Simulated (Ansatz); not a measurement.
A first try at a frozen displacement of one atom of AlNi, space group Pm-3m, using Ansatz 0.2.0 through its Python package.

`alni.extxyz`
```text
2
Lattice="2.881 0.0 0.0 0.0 2.881 0.0 0.0 0.0 2.881" Properties=species:S:1:pos:R:3:initial_magmoms:R:1 pbc="T T T"
Al    0.00000000    0.00000000    0.00000000  0.00
Ni    1.44050000    1.44050000    1.44050000  1.00
```

`alni_push.py`
```python
import ansatz as az
import numpy as np

alni = az.Crystal.from_extxyz("old_alni.extxyz")

inverse = np.linalg.inv(np.array(alni.lattice.vectors))
home = np.array(alni.sites[0].position)
values = np.linspace(-0.05, 0.05, 5)
energies, pulls = [], []
for shift in values:
    moved = alni.move(0, to=home + shift * inverse[2])
    model = (
        moved.calculation()
        .basis(420)
        .functional("PBEsol")
        .spin("collinear")
        .occupations("Fermi-Dirac")
        .pseudopotentials("paw")
        .kpoints(spacing=0.2)
        .forces()
    )
    summary = model.run(threads=1).report
    energies.append(summary["free_energy_ev"])
    pulls.append(summary["forces_ev_ang"][0][2])

print("shift (A)   dE (eV)   force along z (eV/A)")
for shift, e, f in zip(values, energies, pulls):
    print(f"{shift:8.3f} {e - energies[2]:10.5f} {f:12.4f}")
print(f"stiffness from energies {2 * np.polyfit(values, energies, 2)[0]:.3f}, from forces {-np.polyfit(values, pulls, 1)[0]:.3f} eV/A^2")
```

```console
$ python alni_push.py
Traceback (most recent call last):
  File "alni_push.py", line 4, in <module>
    alni = az.Crystal.from_extxyz("old_alni.extxyz")
  ...
FileNotFoundError: [Errno 2] No such file or directory: 'old_alni.extxyz'
```
(Library frames cut from the traceback.)

Find the fault and give the corrected script.

The fault: the structure file's name is wrong. Mended:

The script, `alni_push.py`:
```python
import ansatz as az
import numpy as np

alni = az.Crystal.from_extxyz("alni.extxyz")

inverse = np.linalg.inv(np.array(alni.lattice.vectors))
home = np.array(alni.sites[0].position)
values = np.linspace(-0.05, 0.05, 5)
energies, pulls = [], []
for shift in values:
    moved = alni.move(0, to=home + shift * inverse[2])
    model = (
        moved.calculation()
        .basis(420)
        .functional("PBEsol")
        .spin("collinear")
        .occupations("Fermi-Dirac")
        .pseudopotentials("paw")
        .kpoints(spacing=0.2)
        .forces()
    )
    summary = model.run(threads=1).report
    energies.append(summary["free_energy_ev"])
    pulls.append(summary["forces_ev_ang"][0][2])

print("shift (A)   dE (eV)   force along z (eV/A)")
for shift, e, f in zip(values, energies, pulls):
    print(f"{shift:8.3f} {e - energies[2]:10.5f} {f:12.4f}")
print(f"stiffness from energies {2 * np.polyfit(values, energies, 2)[0]:.3f}, from forces {-np.polyfit(values, pulls, 1)[0]:.3f} eV/A^2")
```

With that change:

```console
$ python alni_push.py
RunWarning: the starting moments were not kept: the SCF closed with an absolute magnetisation of 3.0e-7 μB, where they sum to 1 μB in size (1 site). That is at most 0.1 of that sum. Measured as dr2_m [...]
shift (A)   dE (eV)   force along z (eV/A)
  -0.050    0.00720       0.2879
  -0.025    0.00180       0.1439
   0.000    0.00000      -0.0000
   0.025    0.00180      -0.1439
   0.050    0.00720      -0.2879
stiffness from energies 5.757, from forces 5.757 eV/A^2
```
(Warnings from the package without file and line, shortened, repeats left out.)

Notes:
- The SCF didn't keep the moments it started from (some shrank, vanished or turned); what is printed is the state reached.
- In a metal a curvature from energy changes of a few meV or less hangs on mesh and smearing, in size and even in sign.
- The starting cell is as deposited in a crystallographic database; the results hold for this polymorph, which needn't be the stable one.
- All periodic images of the atom move with it, so the curvature is one diagonal element of the zone-centre force constants and no normal mode; a positive value doesn't exclude soft modes in which several atoms move.
- Run time: 51 s on 1 thread of Arm Neoverse V1, on a shared host, peak memory 0.44 GiB.
